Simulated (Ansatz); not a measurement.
# CHGaN+ (quintet): the correlation ladder, cc-pVTZ

The task here is to estimate one member of a computed series from the others.

Program: Ansatz 0.2.0, Gaussian basis. Level of theory: cc-pVTZ, core rule «outside noble gas», up to 16 orbitals frozen. These are calculated values, not measurements.

To be run: UHF; CCSD(T) on ROHF; CCSD(T) on UHF; BCCD(T) on ROHF; CCSDT(Q) on ROHF; CCSDT(Q) on UHF.

4 further runs of the same task are left out: 1 for a known fault of the program, 3 set aside as unsound or not needed. Runs told in other sessions of the task aren't counted.

## The geometry

The geometry is a PBE0/def2-TZVP stationary point (not a proven minimum) of the parent state, kept for this charge and spin. No spin-orbit coupling is included. The filled d shell of Ga may be among the frozen orbitals whatever the setting's name suggests.

4 atoms, charge 1, spin multiplicity 5.

Atoms are counted from 1 here; the program's logs count them from 0.

Bond lengths: Ga1–C2 1.944 Å, C2–N3 1.251 Å, C2–H4 1.097 Å. Angles: Ga1–C2–N3 92.4°, Ga1–C2–H4 138.9°, N3–C2–H4 128.7°.

Set-up of the first run:

File in.yaml:

```yaml
crystal:
  periodic: [false, false, false]
  atoms:
    - {symbol: Ga, position_ang: [0.000000, -0.000112, 0.585520]}
    - {symbol: C, position_ang: [0.000000, 0.575887, -1.270915]}
    - {symbol: N, position_ang: [0.000000, -0.601910, -1.691936]}
    - {symbol: H, position_ang: [0.000000, 1.509808, -1.846528]}
basis:
  gaussian: {orbitals: cc-pVTZ}
total_charge: 1
magnetization: {spin_polarized: true, initial_magnetization: 4}
hamiltonian: {xc: hf}
output: {orbitals: {seedname: orbitals}}
```

Run with:

```console
$ ansatz run in.yaml --threads 1 --pin off --events-out ev --progress --plain --max-ram 4096MiB --backend cpu
```

Among the steps run: UHF; CCSD(T) on ROHF; CCSD(T) on UHF; BCCD(T) on ROHF; CCSDT(Q) on ROHF; CCSDT(Q) on UHF.

One table of the session follows, with a row left open; its other results are not shown here.

It belongs to the step «Misses and costs». 

```
   method  from RCCSDT(Q) (kJ/mol)
     ROHF                   +911.3
      UHF                   +872.4
     RMP2                   +120.0
     UMP2                   +128.9
    RCCSD                    +42.1
    UCCSD                        ?
 RCCSD(T)                     +6.1
 UCCSD(T)                     +4.7
  BCCD(T)                     +6.1
   RCCSDT                     +2.2
   UCCSDT                     +0.3
RCCSDT(Q)                        0
UCCSDT(Q)                     -2.1
```

**Question.** Estimate the row for UCCSD.

As computed: from RCCSDT(Q) (kJ/mol): +39.3. In the column «from RCCSDT(Q) (kJ/mol)» it lies between BCCD(T) (+6.1) and RCCSD (+42.1).

Limits of these values: Restricted and unrestricted rows rest on different reference determinants; a gap between their highest levels can come from leftover correlation error, from unlike frozen cores or from another state.
